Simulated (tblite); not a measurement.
# C5H11BS: the cost of one run

Programs: tblite 0.8.0 and PySCF 2.14.0, with density-fitted response routines of our own. Each step states its level of theory. These are calculated values for one molecule in the gas phase, unless marked as measured. Atoms count from 0, in the outputs and in this text.

## 1. Starting geometry

18 atoms, charge 0, multiplicity 1; geometry from: force field or distance geometry start.

Bonds of the start (Å): C0–S1 1.83, S1–B2 1.87, B2–C3 1.60, C3–C4 1.52, C4–C5 1.52, C5–C6 1.53, C6–C3 1.53, C0–H7 1.12, C0–H8 1.11, C0–H9 1.12, B2–H10 1.18, C3–H11 1.12, C4–H12 1.11, C4–H13 1.12, C5–H14 1.12, C5–H15 1.11, C6–H16 1.12, C6–H17 1.12.

## 2. Relaxing the molecule with GFN2-xTB

What the job is given:

```
{"job": {"kind": "relax", "xc": "GFN2-xTB", "basis": "xTB"}, "charge": 0, "multiplicity": 1}
C      3.105300    -0.057100     0.520600
S      2.539800     0.368800    -1.171200
B      0.803000     0.804900    -0.615600
C     -0.334500    -0.318800    -0.546300
C     -1.655000     0.058400    -1.193300
C     -2.360100    -0.027500     0.146300
C     -1.037100    -0.399800     0.811200
H      3.013300     0.834900     1.191300
H      4.165600    -0.369100     0.485700
H      2.489000    -0.894900     0.931100
H      0.543000     1.916000    -0.297100
H      0.027300    -1.324400    -0.874100
H     -2.017300    -0.715200    -1.901300
H     -1.676900     1.089500    -1.624700
H     -2.744100     0.966400     0.495000
H     -3.107100    -0.846400     0.201700
H     -0.708300     0.363100     1.559800
H     -1.054700    -1.442400     1.224100
```

On the command line:

```
OMP_NUM_THREADS=1 python probes_run.py task.json out
```

The driver reads the jobs from task.json and runs them one after another.

Q: Estimate the wall time and peak memory of this first job on 1 thread of Arm Neoverse N1, shared host.

About 1.5 s, with a peak of 0.18 GiB.
